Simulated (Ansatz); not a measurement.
Input of an Ansatz 0.2.0 run:

The input input.yaml:

```yaml
crystal:
  lattice:
    - [6.3933970484, 0.0, 0.0]
    - [0.0, 5.0578, 0.0]
    - [0.0, 0.0, 24.4596516373]
  atoms:
    - { symbol: Hf, position: [0.5, 0.75, 0.3270692534] }
    - { symbol: Hf, position: [0.0, 0.75, 0.3270692534] }
    - { symbol: Hf, position: [0.75, 0.25, 0.3647969934] }
    - { symbol: Hf, position: [0.25, 0.25, 0.3647969934] }
    - { symbol: Hf, position: [0.75, 0.75, 0.4402524733] }
    - { symbol: Hf, position: [0.25, 0.75, 0.4402524733] }
    - { symbol: Hf, position: [0.0, 0.25, 0.4779802133] }
    - { symbol: Hf, position: [0.5, 0.25, 0.4779802133] }
    - { symbol: Hf, position: [0.0, 0.75, 0.5534356932] }
    - { symbol: Hf, position: [0.5, 0.75, 0.5534356932] }
    - { symbol: Hf, position: [0.25, 0.25, 0.5911634332] }
    - { symbol: Hf, position: [0.75, 0.25, 0.5911634332] }
    - { symbol: C, position: [0.0, 0.0833333333, 0.7064553451] }
    - { symbol: O, position: [0.1335413709, 0.2554883854, 0.7064553451] }
    - { symbol: H, position: [-0.1642573405, 0.1367886156, 0.7064553451] }
    - { symbol: H, position: [0.0455023372, -0.1232132997, 0.7064553451] }
hamiltonian:
  xc: pbe
  pseudopotentials: { kind: paw }
kpoints:
  mp_grid: { grid: [4, 5, 1] }
scf:
  occupations: { method: fermi_dirac, width: 0.05 }
output:
  forces: true
  eigenvalues: true
  write_density: true
  write_potential: true
  elf: true
  volumetric_format: npy
efield:
  axis: 3
  dipole_correction: true
  ramp_width: 0.04
```

Potentials or basis: Ansatz PAW.

Run with:

```bash
$ ansatz run input.yaml --threads 4 --pin off --max-ram 11264MiB --backend cpu --events-out ev --progress --plain --runs-dir out
```

(1) Estimate the largest force.

(2) What does it give for the dipole across the slab?

(3) Predict the work function of the upper face.

(4) Estimate the work function of the lower face.

Answers

(1) 2.131 eV/Å.

(2) -0.016 e·Å.

(3) 3.88 eV.

(4) 3.79 eV.
